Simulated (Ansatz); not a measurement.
# FGeH5N2, SMILES [NH2][GeH]([NH2])[F]: a rigid scan of one bond length

Program: Ansatz 0.2.0 through its Python package.

Run as a notebook:

**Cell 1**
```python
import ansatz as az
import numpy as np
```

**Cell 2**
```python
params = {
    "basis_set": "def2-SVP",
    "level": "mp2",
}
```

**Cell 3**
```python
geometry_ang = [
    ("N", (-0.9071, 1.1711, -0.517)),
    ("Ge", (0.2692, -0.1788, -0.3609)),
    ("N", (0.2792, -0.7569, 1.3966)),
    ("F", (-0.128, -1.4948, -1.4077)),
    ("H", (-0.8986, 1.5392, -1.5357)),
    ("H", (-0.6072, 2.0138, 0.068)),
    ("H", (1.7079, 0.3278, -0.7656)),
    ("H", (1.0083, -1.5517, 1.4387)),
    ("H", (-0.6352, -1.1162, 1.6665)),
]
mol = az.Crystal.molecule()
for symbol, xyz in geometry_ang:
    mol = mol.atom(symbol, xyz)
```

**Cell 4**
```python
symbols = [site.symbol for site in mol.cartesian_sites]
start = np.array([site.position_ang for site in mol.cartesian_sites])
axis = (start[3] - start[1]) / np.linalg.norm(start[3] - start[1])
moving = [3]
lengths, energies = [1.47, 1.59, 1.73, 1.9, 2.16, 2.59, 3.11, 3.8], []
for length in lengths:
    xyz = start.copy()
    xyz[moving] += (length - np.linalg.norm(start[3] - start[1])) * axis
    point = az.Crystal.molecule()
    for symbol, place in zip(symbols, xyz):
        point = point.atom(symbol, place.tolist())
    setup = point.calculation().basis(gaussian=params["basis_set"]).correlation(params["level"])
    rep = setup.run().report
    energies.append(rep["free_energy_ev"])
    print(f"r = {length:6.3f} A  E = {energies[-1]:.5f} eV  <S^2> = {abs(rep['mean_field']['state']['spin_squared']):.3f}")
```
Output:
```text
r =  1.470 A  E = -62230.67341 eV  <S^2> = 0.000
r =  1.590 A  E = -62232.06684 eV  <S^2> = 0.000
r =  1.730 A  E = -62232.52382 eV  <S^2> = 0.000
r =  1.900 A  E = -62232.25569 eV  <S^2> = 0.000
r =  2.160 A  E = -62231.20808 eV  <S^2> = 0.000
r =  2.590 A  E = -62229.33968 eV  <S^2> = 0.000
r =  3.110 A  E = -62227.60331 eV  <S^2> = 0.000
r =  3.800 A  E = -62226.07823 eV  <S^2> = 0.000
```

**Cell 5**
```python
print("energy above the lowest point (eV):", [round(e - min(energies), 3) for e in energies])
```
Output:
```text
energy above the lowest point (eV): [1.85, 0.457, 0.0, 0.268, 1.316, 3.184, 4.921, 6.446]
```

What to keep in mind:
- Total energies depend on the basis set; only differences at equal settings carry meaning.
- The rest of the molecule is held rigid at a force-field or estimated start geometry, and the basis set is modest; single-reference methods fail as a bond breaks.
- The orbitals are restricted, so S² is zero by construction.
- Toward dissociation an unrestricted state can lie under the restricted one, by tenths of an eV for polar bonds under a functional and by 1 to 2 eV or more for others.
- S² is that of the Hartree-Fock reference.
- Wall time of the script: 17 s on 1 thread of Arm Neoverse V2, with other jobs on the host, peak memory 0.31 GiB.
